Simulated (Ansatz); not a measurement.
# AlHCl2 + H2O: a complex and its separated parts

Aim: how far the complex at one end of a reaction step lies below its separated, relaxed parts, level by level.

Method: PBE0-D4/def2-TZVP structures, single points in def2-TZVPP, no counterpoise correction; program: Ansatz 0.2.0, Gaussian basis.

Levels: SPW92, PBE-D4, BLYP-D4, r2SCAN-D4, B97M-V, PBE0-D4, B3LYP-D4, r2SCAN0-D4, BHLYP-D4, CAM-B3LYP-D4, wB97X-V, wB97M-V, B2PLYP, PBE-QIDH, RPA on PBE, Hartree-Fock, MP2, CCSD, CCSD(T).

Cores are frozen in the correlated methods. B3LYP uses VWN-RPA correlation. B2PLYP carries no dispersion term here.

94 further runs of the same task are left out: 94 set aside as unsound or not needed.

**1. The starting structure**

The complex: 7 atoms, charge 0, spin multiplicity 1.

Atoms are counted from 1 here; the program's logs count them from 0.

Bond lengths: Al1–H2 1.576 Å, Al1–Cl3 2.107 Å, Al1–Cl4 2.132 Å, Al1–O6 1.974 Å, H5–O6 0.964 Å, O6–H7 0.967 Å. Angles: H2–Al1–Cl3 118.4°, H2–Al1–Cl4 118.4°, H2–Al1–O6 100.5°, Cl3–Al1–Cl4 115.2°, Cl3–Al1–O6 103.9°, Cl4–Al1–O6 94.1°, Al1–O6–H5 116.1°, Al1–O6–H7 109.4°, H5–O6–H7 108.7°.

Geometry (Å):

```csv
atom,x (Å),y (Å),z (Å)
Al1,-0.42621,-0.66587,0.24505
H2,-0.11137,-0.72193,1.78781
Cl3,0.09457,-2.32508,-0.94437
Cl4,-2.15262,0.40804,-0.39809
H5,1.41899,1.09039,0.35579
O6,0.83503,0.74033,-0.32685
H7,0.34170,1.47402,-0.71923
```

Its parts: AlHCl2 holds atoms 1, 2, 3, 4; H2O holds atoms 5, 6, 7. Each part counts its atoms afresh in its own runs.

**2. Relaxing AlHCl2 alone**

The input, relax-a/in.yaml:

```yaml
crystal:
  periodic: [false, false, false]
  atoms:
    - {symbol: Al, position_ang: [-0.426214, -0.665870, 0.245047]}
    - {symbol: H, position_ang: [-0.111365, -0.721934, 1.787808]}
    - {symbol: Cl, position_ang: [0.094570, -2.325080, -0.944374]}
    - {symbol: Cl, position_ang: [-2.152617, 0.408044, -0.398091]}
basis:
  gaussian: {orbitals: def2-TZVP}
hamiltonian: {xc: pbe0, dispersion: d4}
relax: {f_tol: 0.005, max_steps: 200}
```

Run with:

```
$ ansatz run in.yaml --threads 4 --pin off --events-out ev --progress --plain --max-ram 9574MiB
```

Further steps of the session: Relaxing H2O alone; SPW92/def2-TZVPP; PBE-D4/def2-TZVPP; BLYP-D4/def2-TZVPP; r2SCAN-D4/def2-TZVPP; B97M-V/def2-TZVPP; PBE0-D4/def2-TZVPP; B3LYP-D4/def2-TZVPP; r2SCAN0-D4/def2-TZVPP; BHLYP-D4/def2-TZVPP; CAM-B3LYP-D4/def2-TZVPP; wB97X-V/def2-TZVPP; wB97M-V/def2-TZVPP; B2PLYP/def2-TZVPP; PBE-QIDH/def2-TZVPP; RPA on PBE/def2-TZVPP; CCSD(T)/def2-TZVPP; Vibrations of AlHCl2; Vibrations of H2O.

Q: Predict the outcome of this session. Wanted: complex less parts, CCSD(T)/def2-TZVPP; with zero-point energy; largest T1 diagnostic.

**Answer**, as computed:

| quantity | value |
| --- | --- |
| complex less parts, CCSD(T)/def2-TZVPP | -103.1 kJ/mol |
| with zero-point energy | -92.3 kJ/mol |
| largest T1 diagnostic | 0.008 |

In words: At CCSD(T) the complex lies 103.1 kJ/mol below its parts. Among the functionals B3LYP-D4 lands nearest to CCSD(T) (+2.0 kJ/mol) and SPW92 farthest (-24.1 kJ/mol). PBE-D4 is as near within the digits shown. Mean unsigned error by rung: LDA 24.1, GGA 5.4, meta-GGA 5.6, hybrid 5.6, range-separated hybrid 4.8, double hybrid 5.1 kJ/mol. PBE-D4 gives a relative energy 2.0 kJ/mol too high, inside chemical accuracy (1 kcal/mol, 4.2 kJ/mol). No counterpoise was applied, and triple zeta lacks some correlation, so the CCSD(T) reference has a basis error of its own, and close matches with it are partly luck.
